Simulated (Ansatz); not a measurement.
# SrV3: the cost of one run

Program: Ansatz 0.2.0. Level of theory: DFT PBE, scalar-relativistic, plane waves, PAW. These are calculated values, not measurements.

**1. The starting structure**

The structure is cubic, space group Pm-3m (No. 221). Conventional cell: a = 4.115 Å, b = 4.115 Å, c = 4.115 Å, α = 90.00°, β = 90.00°, γ = 90.00°. Sr (site symmetry m-3m) has 12 V at 2.91 Å as nearest neighbours. Around V (site symmetry 4/mmm) lie 4 Sr at 2.91 Å and 8 V at 2.91 Å.

Coordinates:

```
Sr V
1.0
     4.11482    0.00000    0.00000
     0.00000    4.11482    0.00000
     0.00000    0.00000    4.11482
Sr V
1 3
Direct
  0.00000 0.00000 0.00000
  0.00000 0.50000 0.50000
  0.50000 0.00000 0.50000
  0.50000 0.50000 0.00000
```

(A quick probe on a coarse mesh, which set the mesh and smearing, is not shown.)

**3. Coarse relaxation**

Contents of input.yaml:

```yaml
crystal:
  lattice:
    - [4.1148174944, 0.0, 0.0]
    - [0.0, 4.1148174944, 0.0]
    - [0.0, 0.0, 4.1148174944]
  atoms:
    - { symbol: Sr, position: [0.0, 0.0, 0.0] }
    - { symbol: V, position: [0.0, 0.5, 0.5], spin: 0.53 }
    - { symbol: V, position: [0.5, 0.0, 0.5], spin: 0.53 }
    - { symbol: V, position: [0.5, 0.5, 0.0], spin: 0.53 }
basis:
  ecutwfc: 420
kpoints:
  mp_grid: { grid: [4, 4, 4] }
hamiltonian:
  xc: pbe
scf:
  occupations: { method: gaussian, width: 0.1 }
  lower_state_search: "off"
output:
  forces: true
  stress: true
  eigenvalues: true
  populations: true
magnetization:
  spin_polarized: true
relax:
  adjacent_minimum: "off"
  f_tol: 0.04
  max_steps: 70
  cell: { stress_tol: 0.4 }
```

Run with:

```
$ ansatz run input.yaml --threads 1 --pin off --max-ram 2560MiB --backend cpu --events-out ev --progress --plain --runs-dir out
```

Q: Estimate wall time and peak memory on 1 thread of AMD EPYC 7R43 (Zen 3), shared host.

About 25 s, with a peak of 0.39 GiB.
